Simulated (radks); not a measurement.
**Valence configurations of Tm⁺**

An exercise on one series of results from a longer session: the logs are not shown, and one member is left open.

Program: radks (a radial shooting solver on a logarithmic mesh, Libxc functionals) version 1. Level of theory: scalar-relativistic Kohn-Sham, LDA (Slater exchange, Perdew-Wang correlation), spin-polarised, spherical densities, point nucleus; open shells are filled with parallel spins first. These are calculated values, not measurements, unless marked.

### What is computed

```
element       : thulium (Z = 69)
charge        : +1
electrons     : 68
configuration : [Xe] 4f13 6s1
others tried  : 4f12.5 6s1.5; 4f12 6s2; 4f12 5d1 6s1; 4f12 6s1 6p1; 4f11 5d1 6s1 6p1; 4f13 6p1; 4f11 5d2 6s1; 4f13 5d1; 4f11.5 5d1 6s1.5
```

The outer shells:

Tm⁺
```
[Xe] core
4f [↑↓][↑↓][↑↓][↑↓][↑↓][↑↓][↑ ]
6s [↑ ]
```

Set-up of the first run:

The run's settings:

```text
Z 69
configuration [Xe] 4f13 6s1
relativity scalar-relativistic
functional lda,pw
spin polarised
nucleus point
c 137.035999084
```

Among the steps run: [Xe] 4f13 6s1.

One of the session's tables, all rows but one given; the rest of the session is left out.

It belongs to the step «[Xe] 4f13 6s1». Sizes of the orbitals, from the radial functions (bohr):

```
  level     <r>  outermost maximum (interpolated)  90 % within  nodes
  5s up   1.229                              1.09         1.78      4
5s down   1.230                              1.09         1.78      4
  5p up   1.472                              1.25         2.18      3
5p down   1.470                              1.25         2.18      3
  4f up       ?                                 ?            ?      ?
  6s up   3.519                              3.08         5.11      5
4f down  0.8073                             0.495         1.42      0
6s down   3.563                              3.07         5.22      5
```

Estimate the missing values for 4f up.

As computed: <r>: 0.8036; outermost maximum (interpolated): 0.495; 90 % within: 1.41; nodes: 0. In the column «<r>» it is the lowest.
